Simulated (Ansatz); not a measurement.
# SnF2 (SMILES [F][Sn][F]): SVWN5/STO-3G

What is the electronic atomisation energy of SnF2 at SVWN5/STO-3G? 

Program for the calculation: Ansatz 0.2.0.

54 further runs of the same task are left out: 21 that didn't finish, 33 set aside as unsound or not needed.

### 1 The molecule

SnF2 has 3 atoms, charge 0, and is taken as a singlet. SMILES: `[F][Sn][F]`. The shape comes from GFN2-xTB, which is rough for such elements, and wasn't checked as a minimum.

Bond lengths: Sn1–F2 2.077 Å, Sn1–F3 2.076 Å. Angles: F2–Sn1–F3 102.6°.

### 2 The energy at SVWN5/STO-3G

job.yaml

```yaml
basis:
  gaussian:
    orbitals: STO-3G
crystal:
  periodic: [false, false, false]
  atoms:
    - {symbol: Sn, position_ang: [0.005290, -0.007560, -0.865150]}
    - {symbol: F, position_ang: [1.618310, -0.021230, 0.443060]}
    - {symbol: F, position_ang: [-1.623610, 0.028790, 0.422090]}
hamiltonian:
  xc: {name: SVWN5}
accuracy: high
```

On the command line:

```
$ ansatz run job.yaml --threads 1 --pin off --max-ram 2610MiB --events-out events.jsonl --progress --plain --runs-dir runs
```

Standard output:

```text
Warning: RAYON_NUM_THREADS=1 ignored (pool sized by the plan → 1); use --threads N
Functional definition: SVWN5
  name "SVWN5"
  exchange = slater_x
  correlation = vwn5_c
675 factors; integrals over basis functions are off by at most 4.9e-9 eV
mean field evaluation 1: about -167485.6271 eV, gradient 1.7e1 eV
mean field evaluation 2: about -167459.2316 eV, gradient 8.1e1 eV
mean field evaluation 4: about -167487.2916 eV, gradient 2.7e0 eV
mean field evaluation 8: about -167487.2582 eV, gradient 2.2e-1 eV
mean field evaluation 16: about -167487.2586 eV, gradient 8.8e-6 eV
mean field -167487.25857206 eV, -6155.0432255818 hartree, gradient 6.7e-9 eV, S^2 0.000000; 0 other end points of the search recorded, 0 dependent functions left out
reference -167487.25857344 eV, -6155.0432256327 hartree; 34, 34 occupied and 3, 3 virtual orbitals, 675 factors
Total energy: -167487.25857344 eV, -6155.0432256327 hartree
```

Run time: 1.4 s. Hardware: 1 thread of Arm Neoverse V1, shared host; peak memory 0.096 GiB.

### 3 The F atom

job.yaml

```yaml
crystal:
  periodic: [false, false, false]
  atoms:
    - symbol: F
      position_ang: [0.000000, 0.000000, 0.000000]
basis:
  gaussian:
    orbitals: STO-3G
magnetization:
  spin_polarized: true
  initial_magnetization: 1
accuracy: high
hamiltonian:
  xc: {name: SVWN5}
```

Run the same way, it converges to -97.58875 Eh (log not shown).

### 4 The Sn atom, same level

run.yaml

```yaml
crystal:
  periodic: [false, false, false]
  atoms:
    - {symbol: Sn, position_ang: [0.000000, 0.000000, 0.000000]}
basis:
  gaussian:
    orbitals: STO-3G
magnetization:
  spin_polarized: true
  initial_magnetization: 2
hamiltonian:
  xc: {name: SVWN5}
accuracy: high
```

On the command line:

```
$ ansatz run run.yaml --threads 1 --pin off --max-ram 2610MiB --events-out events.jsonl --progress --plain --runs-dir runs
```

Standard output:

```text
Warning: RAYON_NUM_THREADS=1 ignored (pool sized by the plan → 1); use --threads N
[... 4 set-up lines as earlier in the session ...]
251 factors; integrals over basis functions are off by at most 4.4e-9 eV
mean field evaluation 1: about -162164.4843 eV, gradient 2.5e-1 eV
mean field evaluation 2: about -162164.4841 eV, gradient 3.2e-1 eV
mean field evaluation 4: about -162164.4843 eV, gradient 2.1e-1 eV
mean field evaluation 8: about -162164.4815 eV, gradient 2.8e-4 eV
mean field evaluation 16: about -162164.4815 eV, gradient 1.6e-8 eV
mean field -162164.48151086 eV, -5959.4347764906 hartree, gradient 5.5e-9 eV, S^2 2.000002; 1 other end points of the search recorded, 0 dependent functions left out
reference -162164.48151225 eV, -5959.4347765416 hartree; 26, 24 occupied and 1, 3 virtual orbitals, 251 factors
Total energy: -162164.48151225 eV, -5959.4347765416 hartree
```

It took 0.97 s on 1 thread of Arm Neoverse V1, shared host.

### 5 Summary of results

At SVWN5/STO-3G:

```
                     quantity           value
       molecule: total energy  -6155.04323 Eh
         F atom: total energy    -97.58875 Eh
                 F atom: ⟨S²⟩           0.750
        Sn atom: total energy  -5959.43478 Eh
                Sn atom: ⟨S²⟩           2.000
electronic atomisation energy       11.727 eV
```

In words: Taking the molecule apart into free atoms costs 11.73 eV (1131 kJ/mol), before zero-point energy and without spin-orbit coupling. In a minimal basis such a difference can be off by several eV, whatever the method. Relativity is left out (molecule) although the molecule holds a heavy atom. Relativity is left out (Sn atom) although the molecule holds a heavy atom.
